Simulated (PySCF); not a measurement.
# The bond of BeH, level by level

Aim: find the lowest electronic state of BeH, scan its bond at several levels of theory, and get bond length, wavenumber and dissociation energy from each curve.

Method: Be 6-31G(d,p), H 6-31G(d,p), no relativity; program: PySCF 2.14.0.

**1. Input**

Settings of the job:

* atoms: Be, H
* charge: 0
* basis: Be 6-31G(d,p), H 6-31G(d,p)
* Hamiltonian: no relativity
* basis functions: 19
* electrons treated: 5
* masses in u: 9.0122, 1.0078
* levels: PBE0, PBE, r²SCAN, PBEsol, revPBE, MN15, ωB97X, HF, MP2, SCS-MP2, CCSD, CCSD(T)
* grid: 80 radial by 434 angular points
* occupations: held fixed by the projection of orbital angular momentum
* dissociation limit: Be + H, each in its ground configuration
* starting distance in angstrom: 1.280
* values of 2S to try: 1, 3

The run is started by

```
OMP_NUM_THREADS=1 python dia.py task.json out
```

After this run come: PBE0 along the bond; Other states along the same grid; PBE; r²SCAN; PBEsol (GGA); revPBE; MN15 (hybrid meta-GGA); ωB97X; UHF; Adding correlation.

**Question.** What will these runs give? Wanted: for each run, Re; ωe; De; μ.

The runs gave:

Lowest PBE0 solution found, without spin–orbit coupling: ²Σ⁺ (doublet), unpaired electrons σ ↑. The other levels ran on it alone.

```tsv
level	Re (Å)	ωe (cm⁻¹)	De (eV)	μ (D)
UHF	1.347	2142	2.25	-0.33
UHF-MP2	1.340	2154	2.26	n/a
UHF-SCS-MP2	1.340	2152	2.23	n/a
UHF-CCSD	1.344	2103	1.96	n/a
UHF-CCSD(T)	1.345	2098	1.97	n/a
PBE	1.363	1998	2.42	-0.24
PBEsol	1.371	1976	2.48	-0.25
revPBE	1.365	1992	2.40	-0.26
r²SCAN	1.357	2034	2.63	-0.30
PBE0	1.356	2049	2.44	-0.27
MN15	1.345	2089	2.28	-0.58
ωB97X	1.360	2022	2.38	-0.21
```

De is counted to Be + H in their ground configurations. A positive dipole means Be(−)H(+).

Differences from CCSD(T) in the same basis:

```tsv
level	Re (mÅ)	ωe (%)
UHF	+2	+2.1
UHF-MP2	-5	+2.7
UHF-SCS-MP2	-5	+2.6
UHF-CCSD	-1	+0.2
PBE	+18	-4.8
PBEsol	+26	-5.8
revPBE	+20	-5.0
r²SCAN	+12	-3.0
PBE0	+11	-2.3
MN15	0	-0.4
ωB97X	+15	-3.6
```

Against CCSD(T) in the same basis, the bond length is nearest at MN15 (0 mÅ) and farthest at PBEsol (+26 mÅ); the wavenumber is nearest at UHF-CCSD (+0.2 %) and farthest at PBEsol (-5.8 %). PBE has the long and soft bond that GGAs tend to give. CCSD(T) in a basis this small is itself some way from its limit, more so than the functionals. Of the levels with a De here, UHF-CCSD gives the least (1.96 eV) and r²SCAN the most (2.63 eV).
